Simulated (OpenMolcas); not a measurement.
**Sc⁺: CASSCF terms and fine-structure levels**

Wanted: the level scheme of Sc⁺ from active-space wave functions.

Method: state-averaged CASSCF, spin-orbit coupling by RASSI with atomic mean-field integrals. Code: OpenMolcas 26.06.

## 1. Starting point

| Quantity | Value |
| --- | --- |
| Species | Sc⁺ (scandium, Z = 21, 20 electrons) |
| Basis | ANO-RCC-MB [4s3p1d], 18 functions |
| Scalar Hamiltonian | DKH2, point nucleus |
| Inactive shells | 1s 2s 2p 3s 3p |
| Active space | 2 electrons in 6 orbitals (3d 4s) |
| Some configurations of this space | 4s², 3d 4s, 3d² |
| Orbitals | optimised for the ground-state spin in each parity, averaged over the low roots |

Outer shells as boxes (Hund's rule):

4s2
```
4s [↑↓]
```

3d 4s
```
3d [↑ ][  ][  ][  ][  ]
4s [↑ ]
```

3d2
```
3d [↑ ][↑ ][  ][  ][  ]
```

The work runs as a chain of OpenMolcas steps in one folder; each step below is one input file. Labels, J, g values, rates, χT and fits are worked out afterwards by a script from the matrices that RASSI stores.

## 2. One- and two-electron integrals

File a.inp:

```
&GATEWAY
Coord
1

Sc 0.0 0.0 0.0
Basis=ANO-RCC-MB
Group=XYZ
NoMove
AngMom=0.0 0.0 0.0
AMFI
&SEWARD
```

Launch:

```bash
> OMP_NUM_THREADS=1 MOLCAS_MEM=1689 MOLCAS_PROJECT=a pymolcas a.inp > a.log
```

## 3. Reference wave functions, triplets of even parity, 15 roots

File a.inp:

```
&RASSCF
FileOrb=start.orb
Symmetry=1
Spin=3
nActEl=2 0 0
Inactive=3 6
Ras2=6 0
CIRoot=15 15 1
SDav=15
CIMx=300
Iter=120 100
PrWF=0.3
OrbListing=Nothing
MaxOrb=0
Atom
>>> COPY $Project.JobIph JOB001
```

start.orb holds the contracted functions of the basis, ordered by shell, or the orbitals of the step before.

## 4. CASSCF: singlets of even parity, 21 roots

File a.inp:

```
&RASSCF
FileOrb=start.orb
Symmetry=1
Spin=1
nActEl=2 0 0
Inactive=3 6
Ras2=6 0
CIRoot=21 21 1
SDav=21
CIMx=300
Iter=120 100
PrWF=0.3
OrbListing=Nothing
MaxOrb=0
Atom
CIOnly
>>> COPY $Project.JobIph JOB002
```

## 5. State interaction with spin-orbit coupling

File a.inp:

```
&RASSI
NrOfJobIphs=2 15 21
1 2 3 4 5 6 7 8 9 10 11 12 13 14 15
1 2 3 4 5 6 7 8 9 10 11 12 13 14 15 16 17 18 19 20 21
IphNames
JOB001
JOB002
EJob
SpinOrbit
DIPRint=1.0
SOCoupling=1000.0
Subsets=2
MEES
Property=10
'ANGMOM' 1 'ANGMOM' 2 'ANGMOM' 3 'MLTPL  1' 1 'MLTPL  1' 2 'MLTPL  1' 3
'AMFI' 1 'AMFI' 2 'AMFI' 3 'MLTPL  2' 6
SOProperty=3
'ANGMOM' 1 'ANGMOM' 2 'ANGMOM' 3
```

(Steps that only read results are left out.)

Before running it: what results should come out? Wanted: lowest level; first excited level; lowest level of another term; spin-orbit lowering of the lowest level; strongest of the lines computed, by gA.

The runs gave:

```
                                                                                   quantity                                            value
                                                                                     method                                           CASSCF
                                                                               lowest level         3d 4s ³D₁, 100 % of that term, g = 0.499
                                                                ground level listed by NIST                                              3D1
                                                                        first excited level                           3d 4s ³D₂ at 65.7 cm⁻¹
                                                               lowest level of another term                           3d 4s ¹D₂ at 3817 cm⁻¹
                                                    spin-orbit lowering of the lowest level                                         101 cm⁻¹
strongest of the lines computed, by gA (one parity, so forbidden lines), at CASSCF energies  3d² ¹S₀ → 3d 4s ¹D₂, 267.8 nm, A = 2.84e+02 s⁻¹
```

**Reading.** The multiplet ³D is regular; its intervals divided by the larger J differ by 4 % of their mean, where Landé's rule for pure LS coupling makes them equal. The computed levels miss the measured ones by 4700 cm⁻¹ on average. Only the configurations of the active space and the roots asked for are present. The singlets rest on orbitals optimised for another spin in at least one step, which raises them against the optimised states. Configurations with different d counts are hard to place against each other, and can be off by thousands to tens of thousands of cm-1. Only valence configurations of the active space appear, up to the ionisation limit; * or ° marks odd parity.
